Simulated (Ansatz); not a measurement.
**CH9GePSi: how energies converge with the basis set**

An exercise on one series of results from a longer session: the logs are not shown, and one member is left open.

Method: one geometry, several basis sets; program: Ansatz 0.2.0, Gaussian basis.

Levels to be run: PBE0-D4/def2-SVP; ωB97M-V/def2-SVP; PBE0-D4/def2-QZVPP; ωB97M-V/def2-QZVPP; the functionals' def2-TZVPP values are taken from earlier runs.

## The relaxed structure

The geometry comes from an earlier relaxation with PBE0-D4 in a triple-zeta def2 set; it is a stationary point, not always the lowest conformer.

13 atoms, charge 0, spin multiplicity 1.

Atoms are counted from 1 here; the program's logs count them from 0.

Bond lengths: Si1–C2 1.870 Å, Si1–H5 1.488 Å, Si1–H6 1.489 Å, Si1–H7 1.488 Å, C2–Ge3 1.961 Å, C2–H8 1.094 Å, C2–H9 1.094 Å, Ge3–P4 2.324 Å, Ge3–H10 1.541 Å, Ge3–H11 1.541 Å, P4–H12 1.421 Å, P4–H13 1.421 Å. Angles: C2–Si1–H5 110.1°, C2–Si1–H6 111.4°, C2–Si1–H7 110.1°, H5–Si1–H6 108.4°, H5–Si1–H7 108.4°, H6–Si1–H7 108.4°, Si1–C2–Ge3 113.7°, Si1–C2–H8 109.8°, Si1–C2–H9 109.9°, Ge3–C2–H8 107.9°, Ge3–C2–H9 108.0°, H8–C2–H9 107.4°, C2–Ge3–P4 113.6°, C2–Ge3–H10 109.7°, C2–Ge3–H11 109.7°, P4–Ge3–H10 107.6°, P4–Ge3–H11 107.6°, H10–Ge3–H11 108.5° and more.

The first run:

Contents of in.yaml:

```yaml
crystal:
  periodic: [false, false, false]
  atoms:
    - {symbol: Si, position_ang: [-1.305310, 1.551155, -0.828479]}
    - {symbol: C, position_ang: [-0.531417, 0.353683, 0.381364]}
    - {symbol: Ge, position_ang: [0.915280, -0.721265, -0.390969]}
    - {symbol: P, position_ang: [1.884265, -2.200336, 1.116944]}
    - {symbol: H, position_ang: [-1.876489, 0.811278, -1.985855]}
    - {symbol: H, position_ang: [-2.395100, 2.339237, -0.190257]}
    - {symbol: H, position_ang: [-0.277611, 2.498109, -1.338642]}
    - {symbol: H, position_ang: [-0.125007, 0.901002, 1.236495]}
    - {symbol: H, position_ang: [-1.292955, -0.331361, 0.764415]}
    - {symbol: H, position_ang: [2.029215, 0.206359, -0.913549]}
    - {symbol: H, position_ang: [0.373343, -1.549512, -1.571929]}
    - {symbol: H, position_ang: [0.630841, -2.671782, 1.593371]}
    - {symbol: H, position_ang: [1.991446, -1.221267, 2.141789]}
basis:
  gaussian: {orbitals: def2-SVP}
hamiltonian: {xc: pbe0, dispersion: d4}
output: {orbitals: {seedname: orbitals}}
```

Among the steps run: PBE0-D4 in def2-SVP; ωB97M-V in def2-SVP; PBE0-D4 in def2-QZVPP; ωB97M-V in def2-QZVPP.

One table of the session follows, with a row left open; its other results are not shown here.

It belongs to the step «Functionals by basis». 

```
functional       basis  HOMO (eV)  LUMO (eV)
   PBE0-D4    def2-SVP      -7.32       0.43
   PBE0-D4  def2-TZVPP      -7.36       0.07
   PBE0-D4  def2-QZVPP      -7.37      -0.06
   ωB97M-V    def2-SVP      -9.34       2.33
   ωB97M-V  def2-TZVPP          ?          ?
   ωB97M-V  def2-QZVPP      -9.41       1.36
```

Estimate the missing values for ωB97M-V, def2-TZVPP.

**Answer.** HOMO (eV): -9.41; LUMO (eV): 1.83.
